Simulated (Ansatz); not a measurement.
A nudged elastic band was laid between two geometries of a periodic cell of 13 atoms, Zr$_{12}$H (host Zr, host structure hcp, interstitial H).

The calculation used Ansatz 0.2.0, DFT PBEsol, scalar-relativistic, plane waves, PAW. Settings: cutoff 420 eV, k mesh 3x2x3, gaussian smearing 0.05 eV, no spin polarisation.

* movable images: 4
* climbing image: from the first iteration
* spring: 5.0 eV/Å²
* optimiser: quadratic models (default)
* start path: default
* force threshold: 0.05 eV/Å
* iteration limit: 50
* end points: relaxed

First end point:

```xyz
13
Lattice="6.4600 0.0000 0.0000 -4.8450 8.3918 0.0000 0.0000 0.0000 5.1454" Properties=species:S:1:pos:R:3
Zr 0.002 0.021 -0.007
Zr -0.010 1.834 2.577
Zr -1.582 2.780 0.038
Zr -1.583 4.671 2.619
Zr -3.232 5.641 0.027
Zr -3.228 7.474 2.597
Zr 3.233 -0.027 -0.015
Zr 3.237 1.809 2.548
Zr 1.587 2.778 -0.045
Zr 1.586 4.667 2.536
Zr 0.016 5.612 -0.004
Zr 0.004 7.427 2.585
H 3.232 3.720 1.289
```

Last end point:

```xyz
13
Lattice="6.4600 0.0000 0.0000 -4.8450 8.3918 0.0000 0.0000 0.0000 5.1454" Properties=species:S:1:pos:R:3
Zr 0.003 0.014 0.008
Zr -0.003 1.846 2.556
Zr -1.578 2.773 -0.041
Zr -1.586 4.679 2.547
Zr -3.233 5.633 -0.013
Zr -3.226 7.484 2.557
Zr 3.229 -0.024 0.015
Zr 3.235 1.825 2.584
Zr 1.586 2.781 0.028
Zr 1.578 4.688 2.615
Zr 0.006 5.615 0.019
Zr -0.001 7.448 2.568
H 3.240 3.736 -1.285
```

Problem. Which bonds break or form, and what moves?

Solution. The atom that moves furthest is H13, by 2.57 Å; four of its nearest neighbours are Zr3 2.27, Zr10 2.27, Zr8 2.29, Zr5 2.30 Å at the first end and Zr3 2.27, Zr5 2.28, Zr10 2.28, Zr8 2.30 Å at the last.

Problem. Give the energies along the band, and the barrier.

Solution. It converged. The highest image is number 3 of 0 to 5, 0.44 eV above the ends, which have the same energy within 2 meV. The order of the point at the top wasn't checked. Limits of this set-up: coarse k mesh, odd electron count without spin, a small cell, in which the defect meets its images, a typed lattice constant that wasn't relaxed here.

```json
{"image": "0", "path coordinate (Å)": "0.00", "energy (eV)": "0.00"}
{"image": "1", "path coordinate (Å)": "0.42", "energy (eV)": "0.14"}
{"image": "2", "path coordinate (Å)": "0.85", "energy (eV)": "0.35"}
{"image": "3", "path coordinate (Å)": "1.27", "energy (eV)": "0.44"}
{"image": "4", "path coordinate (Å)": "1.90", "energy (eV)": "0.26"}
{"image": "5", "path coordinate (Å)": "2.53", "energy (eV)": "0.00"}
```

Problem. What is the geometry of the highest image?

Solution. 
```xyz
13
Lattice="6.4600 0.0000 0.0000 -4.8450 8.3918 0.0000 0.0000 0.0000 5.1454" Properties=species:S:1:pos:R:3
Zr -0.004 -0.006 -0.018
Zr -0.010 1.820 2.552
Zr -1.580 2.767 -0.020
Zr -1.536 4.699 2.556
Zr -3.216 5.665 -0.014
Zr -3.244 7.487 2.557
Zr 3.235 -0.012 -0.020
Zr 3.241 1.763 2.550
Zr 1.593 2.759 -0.023
Zr 1.535 4.690 2.553
Zr -0.001 5.636 -0.019
Zr 0.010 7.448 2.553
H 3.234 3.748 -0.017
```

The run took 88 s on 4 threads of Intel(R) Xeon(R) Platinum 8488C (Sapphire Rapids) (shared host), peak memory 1.8 GiB.
